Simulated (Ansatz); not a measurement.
# CH₅BOSi: a ladder of functionals and wavefunction methods

How much do the methods differ for CH₅BOSi? The plan is to run it at one geometry with functionals of several rungs and with coupled cluster. The yardstick is the atomisation energy at the CCSD(T) limit.

Computed with Ansatz 0.2.0, Gaussian basis. Level: functionals in def2-TZVPP, the program's frozen cores in correlated methods.

Levels to be run: LDA (SPW92), PBE-D4, revPBE-D4, BLYP-D4, r2SCAN-D4, B97M-V, PBE0-D4, B3LYP-D4, r2SCANh-D4, r2SCAN0-D4, HSE06-D4, BHLYP-D4, CAM-B3LYP-D4, LC-ωPBE, ωB97X-V, ωB97M-V, B2PLYP, PBE-QIDH; CCSD(T)/def2-SVP; CCSD(T)/def2-TZVPP; MP2/def2-QZVPP; extrapolation to the limit; RPA on PBE.

## 1. The relaxed structure

The geometry comes from an earlier relaxation with PBE0-D4 in a triple-zeta def2 set; it is a stationary point, not always the lowest conformer.

SMILES `[SiH3]B1CO1`, 9 atoms, charge 0, spin multiplicity 1.

Atoms are counted from 1 here; the program's logs count them from 0.

Bond lengths: Si1–B2 1.997 Å, Si1–H5 1.488 Å, Si1–H6 1.487 Å, Si1–H7 1.486 Å, B2–C3 1.520 Å, B2–O4 1.332 Å, C3–O4 1.488 Å, C3–H8 1.086 Å, C3–H9 1.086 Å. Angles: B2–Si1–H5 108.8°, B2–Si1–H6 108.8°, B2–Si1–H7 112.3°, H5–Si1–H6 108.4°, H5–Si1–H7 109.2°, H6–Si1–H7 109.2°, Si1–B2–C3 158.1°, Si1–B2–O4 139.4°, C3–B2–O4 62.5°, B2–C3–O4 52.6°, B2–C3–H8 122.1°, B2–C3–H9 122.1°, O4–C3–H8 112.8°, O4–C3–H9 112.8°, H8–C3–H9 115.0°, B2–O4–C3 64.9°.

## 2. LDA

This LDA is Slater exchange with PW92 correlation.

in.yaml

```yaml
crystal:
  periodic: [false, false, false]
  atoms:
    - {symbol: Si, position_ang: [-0.617385, 1.087473, -1.056798]}
    - {symbol: B, position_ang: [0.328716, -0.175071, 0.167853]}
    - {symbol: C, position_ang: [0.497714, -1.267563, 1.211091]}
    - {symbol: O, position_ang: [1.571538, -0.507490, 0.514891]}
    - {symbol: H, position_ang: [-1.460875, 0.302117, -1.997230]}
    - {symbol: H, position_ang: [-1.506896, 1.963952, -0.248590]}
    - {symbol: H, position_ang: [0.326411, 1.931491, -1.834164]}
    - {symbol: H, position_ang: [0.491210, -2.321561, 0.949474]}
    - {symbol: H, position_ang: [0.458167, -1.059647, 2.276273]}
basis:
  gaussian: {orbitals: def2-TZVPP}
hamiltonian: {xc: lda}
output: {orbitals: {seedname: orbitals}}
```

The run is started by

```bash
$ ansatz run in.yaml --threads 2 --pin off --events-out ev --progress --plain --max-ram 4352MiB
```

After this run come: PBE-D4 (GGA); revPBE-D4 (GGA); BLYP-D4 (GGA); r2SCAN-D4 (meta-GGA); B97M-V (meta-GGA); PBE0-D4 (hybrid); B3LYP-D4 (hybrid); r2SCANh-D4 (hybrid); r2SCAN0-D4 (hybrid); HSE06-D4 (hybrid); BHLYP-D4 (hybrid); CAM-B3LYP-D4 (range-separated); LC-ωPBE (range-separated); ωB97X-V (range-separated); ωB97M-V (range-separated); B2PLYP (double hybrid); PBE-QIDH (double hybrid); CCSD(T) in def2-SVP; CCSD(T) in def2-TZVPP; MP2 in def2-QZVPP; RPA on PBE orbitals.

**Question.** What will the summary of the whole plan be? Wanted: atomisation energy, CCSD(T)/CBS; farthest beyond LDA; mean size of error, GGA; mean size of error, meta-GGA; mean size of error, hybrid; mean size of error, range-separated; mean size of error, double hybrid; gap, smallest and largest; T1 diagnostic.

**Answer**, as computed:

```
                               quantity                                                                           value
        atomisation energy, CCSD(T)/CBS                                                                   3237.3 kJ/mol
 functionals within 16.2 kJ/mol (0.5 %)  revPBE-D4, BLYP-D4, PBE0-D4, B3LYP-D4, r2SCANh-D4, HSE06-D4, LC-ωPBE, PBE-QIDH
                    farthest beyond LDA                                                         BHLYP-D4 (-82.6 kJ/mol)
                mean size of error, GGA                                                                     28.7 kJ/mol
           mean size of error, meta-GGA                                                                     32.5 kJ/mol
             mean size of error, hybrid                                                                     25.9 kJ/mol
    mean size of error, range-separated                                                                     21.9 kJ/mol
      mean size of error, double hybrid                                                                     16.6 kJ/mol
              gap, smallest and largest                                       4.53 eV (LDA (SPW92)), 11.91 eV (LC-ωPBE)
                          T1 diagnostic                                                                          0.0162
triples share of the correlation energy                                                                           4.0 %
```

LDA overbinds by 471.7 kJ/mol (15 %). PBE-D4 misses by +73.0 kJ/mol. Double hybrids carry the basis error of their MP2 part in triple zeta, and no dispersion term here, so their miss is partly the set-up's. By mean error the best rung here is double hybrid (16.6 kJ/mol) and the worst beyond LDA is meta-GGA (32.5 kJ/mol). The gap between the best rungs is small, so their order is not settled. Misses under about 16.2 kJ/mol are within the doubt on the reference itself, which lacks core-valence correlation, relativity and higher excitations. Hartree-Fock recovers 74 % of the binding; the rest is correlation. CCSD(T) in def2-SVP is off by -158.8 kJ/mol, so the small basis spoils what the method gains. The gap grows from 4.5 to 11.9 eV across the functionals, mostly with the share of exact exchange.
